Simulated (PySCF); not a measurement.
# A gas-phase reaction: GeH4S + BH3 → BGeH5S + H2

Aim: the reaction energy of `[SH][GeH3]` + `B` → `B[S][GeH3]` + `[H][H]`.

Programs: PySCF 2.14.0. All values are calculated, for the isolated system unless a continuum is named. Atoms count from 0, parts from 1.

### Step 1. The system as given

Each species was relaxed by itself at PBE0-D3(BJ)/def2-SVPD.

### Step 2. Reaction energy: wB97M-D3(BJ)/def2-TZVPD

The job: settings as JSON, then the geometry in Å.

```
{"job": {"kind": "react", "xc": "wB97M-D3(BJ)", "basis": "def2-TZVPD"}, "charge": 0, "multiplicity": 1}
-1 GeH4S charge 0 multiplicity 1
Ge    -0.575800     0.017670    -0.032120
S      1.483180    -0.854470    -0.133080
H     -0.720060     1.150460    -1.059720
H     -0.857550     0.544680     1.383130
H     -1.506120    -1.151710    -0.374460
H      2.113940     0.293910     0.198990

-1 BH3 charge 0 multiplicity 1
B      0.003170     0.000300    -0.000010
H     -0.901970    -0.791050     0.064870
H     -0.229550     1.181600    -0.010350
H      1.141010    -0.389640    -0.054690

+1 BGeH5S charge 0 multiplicity 1
Ge     0.112160    -1.317320    -0.282080
S      1.282710     0.576640     0.077610
B     -0.024560     1.739900     0.385980
H      1.134860    -2.376400    -0.713060
H     -0.914910    -1.050990    -1.389060
H     -0.579780    -1.719470     1.026520
H      0.313330     2.870910     0.618930
H     -1.184010     1.412710     0.361800

+1 H2 charge 0 multiplicity 1
H      0.380140    -0.010120    -0.004180
H     -0.380140     0.010120     0.004180
```

Method: wB97M-D3(BJ)/def2-TZVPD reaction energy of separated species, gas phase.

The run is started by

```bash
> OMP_NUM_THREADS=1 python cluster_run.py task.json out
```

One launch serves the whole session: the jobs run in the order shown.

The log of the run:

```text
species 1 (GeH4S)
coarse grid: 23624 points
cycle   1  E = -2477.6383845258  dE = -7.135e-01  |g| = 6.302e-01  |ddm| = 1.893e+00
cycle   2  E = -2477.6512598567  dE = -1.288e-02  |g| = 6.512e-01  |ddm| = 7.439e-01
cycle   3  E = -2477.6864113092  dE = -3.515e-02  |g| = 2.833e-02  |ddm| = 3.517e-01
cycle   4  E = -2477.6866840350  dE = -2.727e-04  |g| = 1.129e-02  |ddm| = 3.912e-02
cycle   5  E = -2477.6867324092  dE = -4.837e-05  |g| = 3.419e-03  |ddm| = 1.619e-02
cycle   6  E = -2477.6867370864  dE = -4.677e-06  |g| = 6.508e-04  |ddm| = 5.649e-03
final grid: 46272 points
cycle   7  E = -2477.6866524468  dE = -3.063e-07  |g| = 3.090e-04  |ddm| = 1.801e-03
cycle   8  E = -2477.6866524936  dE = -4.674e-08  |g| = 1.662e-04  |ddm| = 5.239e-04
cycle   9  E = -2477.6866525017  dE = -8.141e-09  |g| = 5.776e-05  |ddm| = 2.061e-04
cycle  10  E = -2477.6866525043  dE = -2.583e-09  |g| = 2.566e-05  |ddm| = 1.457e-04
cycle  11  E = -2477.6866525044  dE = -1.050e-10  |g| = 2.754e-06  |ddm| = 2.338e-05
converged SCF energy = -2477.6866525044

species 2 (BH3)
coarse grid: 12600 points
cycle   1  E = -26.6116483005  dE = -2.473e-01  |g| = 9.645e-02  |ddm| = 1.124e+00
cycle   2  E = -26.6159559245  dE = -4.308e-03  |g| = 2.770e-02  |ddm| = 1.105e-01
cycle   3  E = -26.6162817272  dE = -3.258e-04  |g| = 8.166e-03  |ddm| = 3.407e-02
cycle   4  E = -26.6163159394  dE = -3.421e-05  |g| = 8.492e-04  |ddm| = 1.283e-02
cycle   5  E = -26.6163165376  dE = -5.982e-07  |g| = 1.190e-04  |ddm| = 1.678e-03
final grid: 27328 points
cycle   6  E = -26.6163024304  dE = -1.789e-08  |g| = 4.244e-05  |ddm| = 8.682e-04
cycle   7  E = -26.6163024317  dE = -1.260e-09  |g| = 1.210e-05  |ddm| = 1.393e-04
cycle   8  E = -26.6163024318  dE = -1.329e-10  |g| = 3.613e-06  |ddm| = 3.077e-05
converged SCF energy = -26.6163024318

species 3 (BGeH5S)
coarse grid: 31272 points
cycle   1  E = -2503.1120090222  dE = -5.821e-01  |g| = 6.308e-01  |ddm| = 2.194e+00
cycle   2  E = -2503.1260280999  dE = -1.402e-02  |g| = 6.549e-01  |ddm| = 7.999e-01
cycle   3  E = -2503.1620084161  dE = -3.598e-02  |g| = 2.861e-02  |ddm| = 3.790e-01
cycle   4  E = -2503.1623672813  dE = -3.589e-04  |g| = 1.282e-02  |ddm| = 4.867e-02
cycle   5  E = -2503.1624371328  dE = -6.985e-05  |g| = 4.717e-03  |ddm| = 1.850e-02
cycle   6  E = -2503.1624443220  dE = -7.189e-06  |g| = 9.470e-04  |ddm| = 5.978e-03
final grid: 62856 points
cycle   7  E = -2503.1623125687  dE = -6.113e-07  |g| = 6.630e-04  |ddm| = 2.746e-03
cycle   8  E = -2503.1623126865  dE = -1.178e-07  |g| = 5.381e-04  |ddm| = 1.093e-03
cycle   9  E = -2503.1623127403  dE = -5.385e-08  |g| = 1.117e-04  |ddm| = 3.939e-04
cycle  10  E = -2503.1623127512  dE = -1.082e-08  |g| = 5.832e-05  |ddm| = 2.369e-04
cycle  11  E = -2503.1623127528  dE = -1.675e-09  |g| = 7.896e-06  |ddm| = 1.104e-04
cycle  12  E = -2503.1623127529  dE = -3.911e-11  |g| = 4.226e-06  |ddm| = 1.373e-05
converged SCF energy = -2503.1623127529

species 4 (H2)
coarse grid: 4944 points
cycle   1  E = -1.1694186187  dE = -2.751e-01  |g| = 9.865e-03  |ddm| = 4.504e-01
cycle   2  E = -1.1694528608  dE = -3.424e-05  |g| = 1.161e-03  |ddm| = 9.676e-03
cycle   3  E = -1.1694535430  dE = -6.822e-07  |g| = 1.815e-04  |ddm| = 1.918e-03
final grid: 10744 points
cycle   4  E = -1.1694522021  dE = -2.406e-08  |g| = 4.113e-05  |ddm| = 3.870e-04
cycle   5  E = -1.1694522033  dE = -1.269e-09  |g| = 9.627e-06  |ddm| = 9.173e-05
cycle   6  E = -1.1694522034  dE = -7.525e-11  |g| = 3.020e-07  |ddm| = 2.872e-05
converged SCF energy = -1.1694522034

Reaction energy = -18.945 kcal/mol
```

Run time: 19 s. Hardware: 1 thread of AMD EPYC 7R43, shared host; peak memory 0.66 GiB.

Species by species (with the dispersion term, which the log's SCF energies lack):

```tsv
ν	species	energy (Eh)	HOMO (eV)
-1	[SH][GeH3]	-2477.69133	-9.59
-1	B	-26.61783	-12.37
+1	B[S][GeH3]	-2503.16968	-10.33
+1	[H][H]	-1.16967	-14.48
```

### Step 3. Reaction energy: PBE0-D3(BJ)/def2-TZVPD

Same as in step 2 but for these lines:

```diff
@@ -1,2 +1,2 @@
-{"job": {"kind": "react", "xc": "wB97M-D3(BJ)", "basis": "def2-TZVPD"}, "charge": 0, "multiplicity": 1}
+{"job": {"kind": "react", "xc": "PBE0", "basis": "def2-TZVPD", "disp": "d3bj"}, "charge": 0, "multiplicity": 1}
 -1 GeH4S charge 0 multiplicity 1
```

With the program's defaults for keys left out, this is: PBE0-D3(BJ)/def2-TZVPD reaction energy of separated species, gas phase.

The log of the run:

```text
species 1 (GeH4S)
coarse grid: 23624 points
cycle   1  E = -2477.1791695788  dE = -6.530e-01  |g| = 6.590e-01  |ddm| = 1.865e+00
cycle   2  E = -2477.1570025075  dE =  2.217e-02  |g| = 7.997e-01  |ddm| = 8.474e-01
cycle   3  E = -2477.2205980493  dE = -6.360e-02  |g| = 2.975e-02  |ddm| = 4.874e-01
cycle   4  E = -2477.2207577808  dE = -1.597e-04  |g| = 1.250e-02  |ddm| = 3.490e-02
cycle   5  E = -2477.2208076805  dE = -4.990e-05  |g| = 2.243e-03  |ddm| = 1.368e-02
cycle   6  E = -2477.2208092434  dE = -1.563e-06  |g| = 2.668e-04  |ddm| = 2.107e-03
final grid: 46272 points
cycle   7  E = -2477.2207983911  dE = -1.755e-08  |g| = 2.499e-04  |ddm| = 1.579e-03
cycle   8  E = -2477.2207983915  dE = -3.633e-10  |g| = 2.825e-04  |ddm| = 4.025e-04
cycle   9  E = -2477.2207984074  dE = -1.597e-08  |g| = 3.177e-05  |ddm| = 1.876e-04
cycle  10  E = -2477.2207984076  dE = -1.623e-10  |g| = 3.641e-06  |ddm| = 2.571e-05
converged SCF energy = -2477.2207984076

species 2 (BH3)
coarse grid: 2952 points
cycle   1  E = -26.5640254995  dE = -2.475e-01  |g| = 8.205e-02  |ddm| = 1.102e+00
cycle   2  E = -26.5663869931  dE = -2.361e-03  |g| = 2.617e-02  |ddm| = 1.219e-01
cycle   3  E = -26.5666091897  dE = -2.222e-04  |g| = 1.029e-02  |ddm| = 3.107e-02
cycle   4  E = -26.5666443920  dE = -3.520e-05  |g| = 4.267e-04  |ddm| = 8.931e-03
cycle   5  E = -26.5666444601  dE = -6.811e-08  |g| = 1.351e-05  |ddm| = 6.940e-04
final grid: 27328 points
cycle   6  E = -26.5657316267  dE = -1.011e-05  |g| = 2.067e-03  |ddm| = 1.697e-02
cycle   7  E = -26.5657323679  dE = -7.411e-07  |g| = 1.285e-03  |ddm| = 2.568e-03
cycle   8  E = -26.5657329046  dE = -5.367e-07  |g| = 3.368e-05  |ddm| = 1.115e-03
cycle   9  E = -26.5657329050  dE = -4.347e-10  |g| = 3.535e-06  |ddm| = 3.762e-05
converged SCF energy = -26.5657329050

species 3 (BGeH5S)
coarse grid: 31272 points
cycle   1  E = -2502.6095712940  dE = -5.992e-01  |g| = 6.580e-01  |ddm| = 2.168e+00
cycle   2  E = -2502.5884096576  dE =  2.116e-02  |g| = 8.001e-01  |ddm| = 8.913e-01
cycle   3  E = -2502.6503043158  dE = -6.189e-02  |g| = 2.899e-02  |ddm| = 5.079e-01
cycle   4  E = -2502.6504448704  dE = -1.406e-04  |g| = 1.448e-02  |ddm| = 3.355e-02
cycle   5  E = -2502.6505079722  dE = -6.310e-05  |g| = 2.655e-03  |ddm| = 1.556e-02
cycle   6  E = -2502.6505098454  dE = -1.873e-06  |g| = 1.255e-03  |ddm| = 3.249e-03
final grid: 62856 points
cycle   7  E = -2502.6504907919  dE =  4.711e-07  |g| = 1.792e-03  |ddm| = 3.333e-03
cycle   8  E = -2502.6504896559  dE =  1.136e-06  |g| = 2.632e-03  |ddm| = 3.512e-03
cycle   9  E = -2502.6504917751  dE = -2.119e-06  |g| = 8.074e-05  |ddm| = 2.087e-03
cycle  10  E = -2502.6504917770  dE = -1.977e-09  |g| = 1.134e-05  |ddm| = 6.984e-05
cycle  11  E = -2502.6504917771  dE = -1.273e-11  |g| = 3.339e-06  |ddm| = 9.856e-06
converged SCF energy = -2502.6504917771

species 4 (H2)
coarse grid: 1240 points
cycle   1  E = -1.1670617208  dE = -2.327e-01  |g| = 2.266e-02  |ddm| = 4.588e-01
cycle   2  E = -1.1672491744  dE = -1.875e-04  |g| = 3.233e-03  |ddm| = 1.897e-02
cycle   3  E = -1.1672536307  dE = -4.456e-06  |g| = 9.769e-05  |ddm| = 2.761e-03
final grid: 10744 points
cycle   4  E = -1.1681372662  dE = -1.929e-06  |g| = 2.740e-04  |ddm| = 1.570e-03
cycle   5  E = -1.1681372944  dE = -2.826e-08  |g| = 3.988e-05  |ddm| = 2.445e-04
cycle   6  E = -1.1681372950  dE = -6.315e-10  |g| = 1.261e-06  |ddm| = 3.103e-05
converged SCF energy = -1.1681372950

Reaction energy = -21.045 kcal/mol
```

Wall time 9.6 s (1 thread of AMD EPYC 7R43, shared host); peak memory 0.63 GiB.

Reaction energy at this level: -21.05 kcal/mol.

### Step 4. Reaction energy: MP2/def2-TZVPD

Same as in step 3 but for these lines:

```diff
@@ -1,2 +1,2 @@
-{"job": {"kind": "react", "xc": "PBE0", "basis": "def2-TZVPD", "disp": "d3bj"}, "charge": 0, "multiplicity": 1}
+{"job": {"kind": "react", "xc": "MP2", "basis": "def2-TZVPD"}, "charge": 0, "multiplicity": 1}
 -1 GeH4S charge 0 multiplicity 1
```

Method: MP2/def2-TZVPD reaction energy of separated species, gas phase.

The log of the run:

```text
species 1 (GeH4S)
final grid: 46272 points
cycle   1  E = -2475.2142221433  dE = -7.808e-01  |g| = 4.091e-01  |ddm| = 1.869e+00
cycle   2  E = -2475.2481523582  dE = -3.393e-02  |g| = 2.774e-01  |ddm| = 4.185e-01
cycle   3  E = -2475.2559499825  dE = -7.798e-03  |g| = 3.768e-02  |ddm| = 1.810e-01
cycle   4  E = -2475.2567093204  dE = -7.593e-04  |g| = 1.263e-02  |ddm| = 5.612e-02
cycle   5  E = -2475.2567942908  dE = -8.497e-05  |g| = 3.475e-03  |ddm| = 1.731e-02
cycle   6  E = -2475.2568031275  dE = -8.837e-06  |g| = 1.048e-03  |ddm| = 6.296e-03
cycle   7  E = -2475.2568041088  dE = -9.814e-07  |g| = 2.531e-04  |ddm| = 2.088e-03
cycle   8  E = -2475.2568041625  dE = -5.371e-08  |g| = 4.617e-05  |ddm| = 6.287e-04
cycle   9  E = -2475.2568041641  dE = -1.538e-09  |g| = 1.385e-05  |ddm| = 1.267e-04
cycle  10  E = -2475.2568041642  dE = -1.669e-10  |g| = 3.940e-06  |ddm| = 3.662e-05
converged SCF energy = -2475.2568041642

species 2 (BH3)
final grid: 27328 points
cycle   1  E = -26.3831129775  dE = -2.855e-01  |g| = 1.870e-01  |ddm| = 1.064e+00
cycle   2  E = -26.3988403302  dE = -1.573e-02  |g| = 4.655e-02  |ddm| = 1.825e-01
cycle   3  E = -26.3998305582  dE = -9.902e-04  |g| = 9.620e-03  |ddm| = 5.934e-02
cycle   4  E = -26.3998838087  dE = -5.325e-05  |g| = 8.083e-04  |ddm| = 1.456e-02
cycle   5  E = -26.3998842551  dE = -4.464e-07  |g| = 1.287e-04  |ddm| = 2.358e-03
cycle   6  E = -26.3998842675  dE = -1.237e-08  |g| = 1.893e-05  |ddm| = 2.622e-04
cycle   7  E = -26.3998842678  dE = -2.999e-10  |g| = 1.494e-06  |ddm| = 5.637e-05
converged SCF energy = -26.3998842678

species 3 (BGeH5S)
final grid: 62856 points
cycle   1  E = -2500.4858446351  dE = -6.118e-01  |g| = 4.404e-01  |ddm| = 2.144e+00
cycle   2  E = -2500.5318464495  dE = -4.600e-02  |g| = 2.847e-01  |ddm| = 4.908e-01
cycle   3  E = -2500.5410450906  dE = -9.199e-03  |g| = 4.681e-02  |ddm| = 2.069e-01
cycle   4  E = -2500.5421057209  dE = -1.061e-03  |g| = 1.327e-02  |ddm| = 7.195e-02
cycle   5  E = -2500.5421924622  dE = -8.674e-05  |g| = 3.859e-03  |ddm| = 1.784e-02
cycle   6  E = -2500.5422024478  dE = -9.986e-06  |g| = 1.434e-03  |ddm| = 6.540e-03
cycle   7  E = -2500.5422044232  dE = -1.975e-06  |g| = 3.889e-04  |ddm| = 2.987e-03
cycle   8  E = -2500.5422045881  dE = -1.649e-07  |g| = 1.317e-04  |ddm| = 9.369e-04
cycle   9  E = -2500.5422046033  dE = -1.512e-08  |g| = 4.029e-05  |ddm| = 2.984e-04
cycle  10  E = -2500.5422046052  dE = -1.956e-09  |g| = 1.294e-05  |ddm| = 9.581e-05
cycle  11  E = -2500.5422046054  dE = -1.746e-10  |g| = 4.018e-06  |ddm| = 3.190e-05
converged SCF energy = -2500.5422046054

species 4 (H2)
final grid: 10744 points
cycle   1  E = -1.1312983233  dE = -3.213e-01  |g| = 4.426e-02  |ddm| = 4.479e-01
cycle   2  E = -1.1322331141  dE = -9.348e-04  |g| = 7.183e-03  |ddm| = 3.751e-02
cycle   3  E = -1.1322678143  dE = -3.470e-05  |g| = 8.111e-04  |ddm| = 1.078e-02
cycle   4  E = -1.1322682293  dE = -4.150e-07  |g| = 2.771e-05  |ddm| = 1.627e-03
cycle   5  E = -1.1322682297  dE = -4.854e-10  |g| = 2.610e-06  |ddm| = 6.834e-05
converged SCF energy = -1.1322682297

Reaction energy = -22.323 kcal/mol
```

It took 5.3 s on 1 thread of AMD EPYC 7R43, shared host; peak memory 0.5 GiB.

Reaction energy at this level: -22.32 kcal/mol.

### Step 5. Side by side

Energies in kcal/mol, with wall time:

```tsv
run	reaction	time
wB97M-D3(BJ)/def2-TZVPD	-18.94	19 s
PBE0-D3(BJ)/def2-TZVPD	-21.05	9.6 s
MP2/def2-TZVPD	-22.32	5.3 s
```

### Step 6. Results

```
                                                quantity                      value
               reaction energy (wB97M-D3(BJ)/def2-TZVPD)            -18.94 kcal/mol
                     ΔH, ΔG at 298 K (xTB thermal terms)      -20.6, -18.9 kcal/mol
range of the reaction energy over the runs of this table  -22.32 to -18.94 kcal/mol
```

**Reading.** The reaction is exothermic by 20.6 kcal/mol in the gas phase; dispersion gives -0.87, and xTB itself gave -3.56 for the electronic energy (xTB energies and thermal terms come from the earlier relaxation of each species, not shown). No barrier was sought. xTB and this level differ widely in the electronic energy, so what comes from xTB (the thermal terms above all) is less safe here. The reaction energy runs from -22.32 (MP2/def2-TZVPD) to -18.94 kcal/mol (wB97M-D3(BJ)/def2-TZVPD).
